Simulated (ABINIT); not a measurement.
# MgRe3 (Fm-3m) in ABINIT: relaxation of cell and atoms with PBEsol

Aim: the relaxation of cell and atoms of MgRe3 with PBEsol.

Everything below comes from runs of ABINIT 10.8.3 (patched build). Logs are shortened: lines on timing, memory, paths and dates and some standing lists are left out, and cuts for length are marked. The log counts tension as positive stress, the text compression.

### Step 1. Starting point

Symmetry: Fm-3m, No. 225, cubic system. Conventional cell: a = 6.229 Å, b = 6.229 Å, c = 6.229 Å, α = 90.00°, β = 90.00°, γ = 90.00°. Re (site symmetry -43m) is surrounded by 4 Re at 2.70 Å and 4 Mg at 2.70 Å. Re (site symmetry m-3m) is surrounded by 8 Re at 2.70 Å. Mg (site symmetry m-3m) has 8 Re at 2.70 Å as nearest neighbours.

The cell comes from a database or a generator and needn't be the stable form of this composition.

### Step 2. Relaxation of cell and atoms, PBEsol

The input, run.abi:

```
pp_dirpath "./"
pseudos "Re.GGA_PBE-JTH.xml, Mg.GGA_PBE-JTH.xml"

acell 3*1.0 Angstrom
rprim
     0.0000000000     3.1145280000     3.1145280000
     3.1145280000     0.0000000000     3.1145280000
     3.1145280000     3.1145280000     0.0000000000
ntypat 2
znucl 75 12
natom 4
typat 1 1 1 2
chkprim 0
chksymtnons 0
tolsym 1.0e-6
xred
            3/4            3/4            3/4
            1/2            1/2            1/2
            1/4            1/4            1/4
            0.0            0.0            0.0

ecut 22.0
pawecutdg 44.0
pawxcdev 0
ecutsm 0.5

kptopt 1
ngkpt 5 5 5
nshiftk 1
shiftk 0.0 0.0 0.0

ixc -116133

nband 33
occopt 3
tsmear 0.00183747

nstep 80
tolvrs 1.0e-10

iomode 3
prteig 0
prtebands 0
prtwf 0
prtden 0

ionmov 2
optcell 2
ntime 50
tolmxf 2.0e-5
dilatmx 1.08
```

Potentials or basis: JTH PAW PBE v2.0.

Run with:

```bash
abinit run.abi > log 2>&1
```

run.abo:

```text
.Version 10.8.3 of ABINIT
 Symmetries : space group Fm -3 m (#225); Bravais cF (face-center cubic)
================================================================================
 Values of the parameters that define the memory need of the present run
     intxc =       0    ionmov =       2      iscf =      17    lmnmax =      18
     lnmax =       6     mgfft =      40  mpssoang =       3    mqgrid =    3001
     natom =       4  nloc_mem =       2    nspden =       1   nspinor =       1
    nsppol =       1      nsym =      48    n1xccc =       1    ntypat =       2
    occopt =       3   xclevel =       2
       mpw =        2561          nfft =       64000          nkpt =          10
 PAW method is used; the additional fine FFT grid is defined by:
   mgfftf=        54    nfftf =    157464
================================================================================
================================================================================

--------------------------------------------------------------------------------
------------- Echo of variables that govern the present computation ------------
--------------------------------------------------------------------------------
 -outvars: echo values of preprocessed input variables --------
            acell      1.8897261259E+00  1.8897261259E+00  1.8897261259E+00 Bohr
              amu      1.86207000E+02  2.43050000E+01
          chkprim           0
      chksymtnons           0
          dilatmx      1.08000000E+00
             ecut      2.20000000E+01 Hartree
           ecutsm      5.00000000E-01 Hartree
           ionmov           2
              ixc     -116133
         kptrlatt        5    0    0      0    5    0      0    0    5
          kptrlen      4.16175116E+01
            natom           4
            nband          33
            ngfft          40      40      40
          ngfftdg          54      54      54
             nkpt          10
            nstep          80
             nsym          48
            ntime          50
           ntypat           2
           occopt           3
          optcell           2
        pawecutdg      4.40000000E+01 Hartree
         pawxcdev           0
           prtden           0
        prtebands           0
           prteig           0
            prtwf           0
            rprim      0.0000000000E+00  3.1145280000E+00  3.1145280000E+00
                       3.1145280000E+00  0.0000000000E+00  3.1145280000E+00
                       3.1145280000E+00  3.1145280000E+00  0.0000000000E+00
          spgroup         225
           tolmxf      2.00000000E-05
           tolsym      1.00000000E-06
           tolvrs      1.00000000E-10
           tsmear      1.83747000E-03 Hartree
            typat      1  1  1  2
           useylm           1
           xangst      4.6717920000E+00  4.6717920000E+00  4.6717920000E+00
                       3.1145280000E+00  3.1145280000E+00  3.1145280000E+00
                       1.5572640000E+00  1.5572640000E+00  1.5572640000E+00
                       0.0000000000E+00  0.0000000000E+00  0.0000000000E+00
            xcart      8.8284073972E+00  8.8284073972E+00  8.8284073972E+00
                       5.8856049315E+00  5.8856049315E+00  5.8856049315E+00
                       2.9428024657E+00  2.9428024657E+00  2.9428024657E+00
                       0.0000000000E+00  0.0000000000E+00  0.0000000000E+00
             xred      7.5000000000E-01  7.5000000000E-01  7.5000000000E-01
                       5.0000000000E-01  5.0000000000E-01  5.0000000000E-01
                       2.5000000000E-01  2.5000000000E-01  2.5000000000E-01
                       0.0000000000E+00  0.0000000000E+00  0.0000000000E+00
            znucl       75.00000   12.00000

================================================================================

 chkinp: Checking input parameters for consistency.

================================================================================
== DATASET  1 ==================================================================

--- !DatasetInfo
iteration_state: {dtset: 1, }
dimensions: {natom: 4, nkpt: 10, mband: 33, nsppol: 1, nspinor: 1, nspden: 1, mpw: 2561, }
cutoff_energies: {ecut:  22.0, pawecutdg:  44.0, }
electrons: {nelect:   5.50000000E+01, charge:   0.00000000E+00, occopt:   3.00000000E+00, tsmear:   1.83747000E-03, }
[... 41 lines left out ...]

=== [ionmov= 2] Broyden-Fletcher-Goldfarb-Shanno method (forces)
================================================================================

--- Iteration: ( 1/50) Internal Cycle: (1/1)
--------------------------------------------------------------------------------

---SELF-CONSISTENT-FIELD CONVERGENCE--------------------------------------------
[... 445 lines left out ...]
 Difference of energy with previous step (new-old):
           Absolute (Ha)=-1.30796E-08
           Relative     =-4.29828E-11

 At Broyd/MD step   4, gradients are converged :
  max grad (force/stress) = 1.3639E-07 < tolmxf= 2.0000E-05 ha/bohr (free atoms)

================================================================================

 ----iterations are completed or convergence reached----

 Mean square residual over all n,k,spin=   53.871E-11; max=  17.777E-08
 reduced coordinates (array xred) for    4 atoms
       0.750000000000      0.750000000000      0.750000000000
       0.500000000000      0.500000000000      0.500000000000
       0.250000000000      0.250000000000      0.250000000000
       0.000000000000      0.000000000000      0.000000000000
 rms dE/dt=  0.0000E+00; max dE/dt=  0.0000E+00; dE/dt below (all hartree)
    1       0.000000000000      0.000000000000      0.000000000000
    2       0.000000000000      0.000000000000      0.000000000000
    3       0.000000000000      0.000000000000      0.000000000000
    4       0.000000000000      0.000000000000      0.000000000000

 cartesian coordinates (angstrom) at end:
    1      4.62939075898250     4.62939075898250     4.62939075898250
    2      3.08626050598833     3.08626050598833     3.08626050598833
    3      1.54313025299417     1.54313025299417     1.54313025299417
    4      0.00000000000000     0.00000000000000     0.00000000000000

 cartesian forces (hartree/bohr) at end:
    1     -0.00000000000000    -0.00000000000000    -0.00000000000000
    2     -0.00000000000000    -0.00000000000000    -0.00000000000000
    3     -0.00000000000000    -0.00000000000000    -0.00000000000000
    4     -0.00000000000000    -0.00000000000000    -0.00000000000000
 frms,max,avg= 0.0000000E+00 0.0000000E+00   0.000E+00  0.000E+00  0.000E+00 h/b

 cartesian forces (eV/Angstrom) at end:
    1     -0.00000000000000    -0.00000000000000    -0.00000000000000
    2     -0.00000000000000    -0.00000000000000    -0.00000000000000
    3     -0.00000000000000    -0.00000000000000    -0.00000000000000
    4     -0.00000000000000    -0.00000000000000    -0.00000000000000
 frms,max,avg= 0.0000000E+00 0.0000000E+00   0.000E+00  0.000E+00  0.000E+00 e/A
 length scales=  8.247958108586  8.247958108586  8.247958108586 bohr
              =  4.364631464585  4.364631464585  4.364631464585 angstroms
 Fermi (or HOMO) energy (hartree) =   0.35437   Average Vxc (hartree)=  -0.49188
 Eigenvalues (hartree) for nkpt=  10  k points:
 kpt#   1, nband= 33, wtk=  0.00800, kpt=  0.0000  0.0000  0.0000 (reduced coord)
  -2.61471   -2.58237   -2.58173   -2.36735   -1.21326   -1.21326   -1.21326   -1.18334
  -1.18334   -1.18334   -1.17439   -1.17439   -1.17439   -1.15217   -1.15217   -1.15217
  -0.00365    0.15781    0.15781    0.21214    0.21214    0.21214    0.24293    0.24293
   0.24293    0.39730    0.39730    0.39730    0.40879    0.40879    0.44695    0.44695
   0.58151
      occupation numbers for kpt#   1
   2.00000    2.00000    2.00000    2.00000    2.00000    2.00000    2.00000    2.00000
   2.00000    2.00000    2.00000    2.00000    2.00000    2.00000    2.00000    2.00000
   2.00000    2.00000    2.00000    2.00000    2.00000    2.00000    2.00000    2.00000
   2.00000    0.00000    0.00000    0.00000    0.00000    0.00000    0.00000    0.00000
   0.00000
 prteigrs : prtvol=0 or 1, do not print more k-points.

--- !EnergyTerms
iteration_state     : {dtset: 1, itime: 4, icycle: 1, }
comment             : Components of total free energy in Hartree
kinetic             :  5.88946946870201E+01
hartree             :  4.67998419153598E+01
xc                  : -3.82663639383927E+01
Ewald energy        : -2.38910018722425E+02
psp_core            :  2.16794477871971E+01
local_psp           : -1.35202405341855E+02
PAW spherical_terms : -1.92912702826533E+01
internal            : -3.04296073895749E+02
'-kT*entropy'       : -1.18123331290517E-03
total_energy        : -3.04297255129062E+02
total_energy_eV     : -8.28035014290873E+03
...

--- !EnergyTermsDC
iteration_state     : {dtset: 1, itime: 4, icycle: 1, }
comment             : '"Double-counting" decomposition of free energy'
band_energy         : -4.34000333072394E+01
Ewald energy        : -2.38910018722425E+02
psp_core            :  2.16794477871971E+01
xc_dc               : -5.15125364512124E+01
PAW spherical_terms :  7.84706675256970E+00
internal            : -3.04296073941110E+02
'-kT*entropy'       : -1.18123331290517E-03
total_energy_dc     : -3.04297255174423E+02
total_energy_dc_eV  : -8.28035014414307E+03
...

--- !EnergyTermsWithPAWCore
iteration_state     : {dtset: 1, itime: 4, icycle: 1, }
comment             : 'Components of total free energy, including PAW core contributions'
Total energy        : -5.02635135750274E+04
Total energy DC     : -5.02635135750728E+04
Total energy (eV)   : -1.36773988197018E+06
Total energy DC (eV): -1.36773988197142E+06
...

 Cartesian components of stress tensor (hartree/bohr^3)
  sigma(1 1)=  1.36394567E-09  sigma(3 2)=  0.00000000E+00
  sigma(2 2)=  1.36394562E-09  sigma(3 1)=  0.00000000E+00
  sigma(3 3)=  1.36394562E-09  sigma(2 1)=  0.00000000E+00

-Cartesian components of stress tensor (GPa)         [Pressure= -4.0129E-05 GPa]
- sigma(1 1)=  4.01286671E-05  sigma(3 2)=  0.00000000E+00
- sigma(2 2)=  4.01286655E-05  sigma(3 1)=  0.00000000E+00
- sigma(3 3)=  4.01286655E-05  sigma(2 1)=  0.00000000E+00

== END DATASET(S) ==============================================================
================================================================================

 -outvars: echo values of variables after computation  --------
            acell      8.2479581086E+00  8.2479581086E+00  8.2479581086E+00 Bohr
           etotal     -3.0429725517E+02
            fcart     -0.0000000000E+00 -0.0000000000E+00 -0.0000000000E+00
                      -0.0000000000E+00 -0.0000000000E+00 -0.0000000000E+00
                      -0.0000000000E+00 -0.0000000000E+00 -0.0000000000E+00
                      -0.0000000000E+00 -0.0000000000E+00 -0.0000000000E+00
            rprim      0.0000000000E+00  7.0710678119E-01  7.0710678119E-01
                       7.0710678119E-01  0.0000000000E+00  7.0710678119E-01
                       7.0710678119E-01  7.0710678119E-01  0.0000000000E+00
           strten      1.3639456717E-09  1.3639456162E-09  1.3639456162E-09
                       0.0000000000E+00  0.0000000000E+00  0.0000000000E+00
           xangst      4.6293907590E+00  4.6293907590E+00  4.6293907590E+00
                       3.0862605060E+00  3.0862605060E+00  3.0862605060E+00
                       1.5431302530E+00  1.5431302530E+00  1.5431302530E+00
                       0.0000000000E+00  0.0000000000E+00  0.0000000000E+00
             xred      7.5000000000E-01  7.5000000000E-01  7.5000000000E-01
                       5.0000000000E-01  5.0000000000E-01  5.0000000000E-01
                       2.5000000000E-01  2.5000000000E-01  2.5000000000E-01
                       0.0000000000E+00  0.0000000000E+00  0.0000000000E+00
 Calculation completed.
```

Wall time 2.8 min (1 thread of Arm Neoverse V2, shared host); peak memory 0.17 GiB.

Results:

```yaml
Free_energy: -8280.3501 eV
Relaxed_volume: 14.70 Å³/atom
Relaxed_cell: a = 4.365 Å, b = 4.365 Å, c = 4.365 Å, α = 60.00°, β = 60.00°, γ = 60.00°
Space_group_after_relaxing_to_0.05_Å: Fm-3m (No. 225)
Energy_gained_by_relaxing: 9.4 meV/atom
Ionic_steps: 4
Pressure_after_relaxing: 0.0 GPa
Band_gap_on_the_k_mesh: none (metal or under the smearing width)
```

Step by step:
```csv
step,energy change (eV),largest force (eV/Å),pressure (GPa),volume (Å³)
1,0.0000,0.0000,-7.29,60.42
2,-0.0364,0.0000,-1.37,59.09
3,-0.0377,0.0000,0.02,58.79
4,-0.0377,0.0000,0.00,58.79
```

Final structure:
```
CELL_PARAMETERS angstrom
0.00000 3.08626 3.08626
3.08626 0.00000 3.08626
3.08626 3.08626 0.00000
ATOMIC_POSITIONS crystal
Re 0.75000 0.75000 0.75000
Re 0.50000 0.50000 0.50000
Re 0.25000 0.25000 0.25000
Mg 0.00000 0.00000 0.00000
```

Caveat: the PAW data sets were made with another functional, which shifts forces and pressure a little. Spin-orbit coupling is left out, which matters for the levels of Re.
